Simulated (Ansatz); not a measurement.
Consider the interaction energy of a dimer with the counterpoise correction of BrHSi, SMILES [SiH]Br (the Ansatz DFT code, driven from Python).

`dimer_brhsi.py`
```python
'''Interaction energy of two BrHSi molecules, with the counterpoise correction.'''

import ansatz as az

FIRST = [
    ('Si', (-0.5005, 0.4135, -0.2374)),
    ('Br', (1.3847, 0.5447, 0.8198)),
    ('H', (-0.8843, -0.9583, -0.5825)),
]
SECOND = [
    ('Si', (0.4066, -3.2921, 5.0356)),
    ('Br', (0.3513, -1.6733, 3.5985)),
    ('H', (1.7432, -3.8638, 5.2228)),
]

def energy(atoms, ghosts=()):
    molecule = az.Crystal.molecule()
    for symbol, xyz in atoms:
        molecule = molecule.atom(symbol, xyz)
    calc = (
        molecule.calculation()
        .basis(gaussian='def2-SVPD')  # atom-centred Gaussian functions
        .functional('PBE0', dispersion='d4')
    )
    deck = calc.input()
    if ghosts:
        deck = deck.set(az.key.basis.gaussian.ghost_atoms, [{'symbol': s, 'position_ang': list(xyz)} for s, xyz in ghosts])
    return az.Session.from_dict(deck).plan().execute().report['free_energy_ev']


def main() -> None:
    # monomers in their own basis and in the basis of the dimer
    both = energy(FIRST + SECOND)
    alone = energy(FIRST) + energy(SECOND)
    ghosted = energy(FIRST, SECOND) + energy(SECOND, FIRST)
    print(f'dimer {both:.6f} eV')
    print(f'interaction, uncorrected   {(both - alone):8.3f} eV')
    print(f'interaction, counterpoise  {(both - ghosted):8.3f} eV')
    print(f'basis-set superposition    {(alone - ghosted):8.3f} eV')


if __name__ == '__main__':
    main()
```

How large is the interaction at this pose, and how much of it is basis-set superposition?

Uncorrected it is -0.053 eV, with the counterpoise correction -0.034 eV; the difference, 0.02 eV, is the superposition error.

The output:

```console
$ python dimer_brhsi.py
dimer -155834.280949 eV
interaction, uncorrected     -0.053 eV
interaction, counterpoise    -0.034 eV
basis-set superposition       0.019 eV
```

Reading the output:
- Total energies depend on the basis set; only differences at equal settings carry meaning.
- The dimer is a generated trial pose of unrelaxed monomers, not a minimum, so the figure is no binding energy, and the basis set is small.
- The whole script took 6.5 s on 1 thread of AMD EPYC 9R45 96-Core Processor (Zen 5), on a shared host, peak memory 0.46 GiB.
